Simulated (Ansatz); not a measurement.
FGaH5NOSi, SMILES [NH2][Ga]([F])[O][SiH3], a geometry optimisation

Computed with Ansatz 0.2.0, Python API.

Interactive session:
```pycon
>>> import itertools
>>> import ansatz
>>> from ase.data import atomic_numbers, covalent_radii
>>> import numpy as np
>>> GEOMETRY = """
... N     0.08899    0.41816    2.59455
... Ga   -0.39454   -0.29782    0.97199
... F    -1.49758   -1.65314    0.91336
... O     0.25160    0.25064   -0.54394
... Si    0.40671   -0.06792   -2.14755
... H     0.39001    1.38625    2.54630
... H    -0.62736    0.32274    3.30717
... H    -0.86579   -0.54553   -2.69512
... H     1.46632   -1.06898   -2.29772
... H     0.78163    1.25561   -2.64905
... """
>>> fgah5nosi = ansatz.Crystal.molecule()
>>> for line in GEOMETRY.strip().splitlines():
...     symbol, *xyz = line.split()
...     fgah5nosi = fgah5nosi.atom(symbol, [float(v) for v in xyz])
...
>>> base = (
...     fgah5nosi.calculation()
...     .basis(gaussian="def2-SVP")
...     .functional("pbe0")
... )
>>> symbols = [site.symbol for site in fgah5nosi.cartesian_sites]
>>> start = np.array([site.position_ang for site in fgah5nosi.cartesian_sites], dtype=float)
>>> def progress(event):
...     if event["event"] == "relax_step":
...         row = event["data"]
...         print(f"step {row['step']:3d}  E = {row['lagrangian_ev']:.6f} eV  largest force component {row['allowed_force_max_ev_ang']:.4f} eV/A")
...
>>> rep = base.relax(force_tolerance=0.02).session().plan().execute(on_event=progress).report
step   1  E = -66563.284048 eV  largest force component 1.0992 eV/A
step   2  E = -66563.408653 eV  largest force component 0.6348 eV/A
step   3  E = -66563.422836 eV  largest force component 0.1984 eV/A
step   4  E = -66563.428665 eV  largest force component 0.5850 eV/A
step   5  E = -66563.432335 eV  largest force component 0.2684 eV/A
step   6  E = -66563.437618 eV  largest force component 0.1325 eV/A
step   7  E = -66563.440786 eV  largest force component 0.0523 eV/A
step   8  E = -66563.441350 eV  largest force component 0.0106 eV/A
>>> end = np.array(rep["positions_ang"])
>>> for key in ("converged", "free_energy_ev", "reference_energy_ev", "n_frozen", "n_occupied", "n_virtual"):
...     print(f"{key:22s} {rep[key]}")
...
converged              True
free_energy_ev         -66563.44138297004
reference_energy_ev    -66563.44138297004
n_frozen               0
n_occupied             [37, 37]
n_virtual              [80, 80]
>>> # pairs closer than 1.2 times the sum of covalent radii, before or after
>>> radius = [covalent_radii[atomic_numbers[s]] for s in symbols]
>>> span = lambda where, i, j: np.linalg.norm(where[i] - where[j])
>>> bonded = [(i, j) for i, j in itertools.combinations(range(len(symbols)), 2) if min(span(start, i, j), span(end, i, j)) < 1.2 * (radius[i] + radius[j])]
>>> print("pair        before    after (A)")
pair        before    after (A)
>>> for i, j in bonded:
...     print(f"{symbols[i]}{i}-{symbols[j]}{j}".ljust(10), f"{span(start, i, j):8.4f} {span(end, i, j):8.4f}")
...
N0-Ga1       1.8382   1.7856
N0-H5        1.0150   1.0109
N0-H6        1.0149   1.0109
Ga1-F2       1.7484   1.7493
Ga1-O3       1.7368   1.7653
O3-Si4       1.6423   1.6568
Si4-H7       1.4653   1.4958
Si4-H8       1.4654   1.4957
Si4-H9       1.4642   1.4926
>>> with open("fgah5nosi_opt.xyz", "w") as handle:
...     handle.write(f"{len(symbols)}\nrelaxed FGaH5NOSi\n")
...     handle.writelines(f"{s:2s} {x:11.6f} {y:11.6f} {z:11.6f}\n" for s, (x, y, z) in zip(symbols, end))
...
21
```

It writes `fgah5nosi_opt.xyz`:
```text
10
relaxed FGaH5NOSi
N    -0.120734    0.522004    2.567709
Ga   -0.402939   -0.261216    0.988027
F    -1.399022   -1.696024    0.892028
O     0.303214    0.331094   -0.517602
Si    0.413706   -0.043437   -2.127732
H     0.401752    1.380856    2.674316
H    -0.564153    0.211946    3.421657
H    -0.902217   -0.494174   -2.677731
H     1.418534   -1.128003   -2.353590
H     0.851848    1.176962   -2.867093
```

Total energies depend on the basis set; only differences at equal settings carry meaning. The end point is the stationary point reached from this start; no frequency run checks that it is a minimum, and the basis set is modest. It ran for 120 s on 1 thread of Arm Neoverse N1 (shared host), peak memory 0.37 GiB.
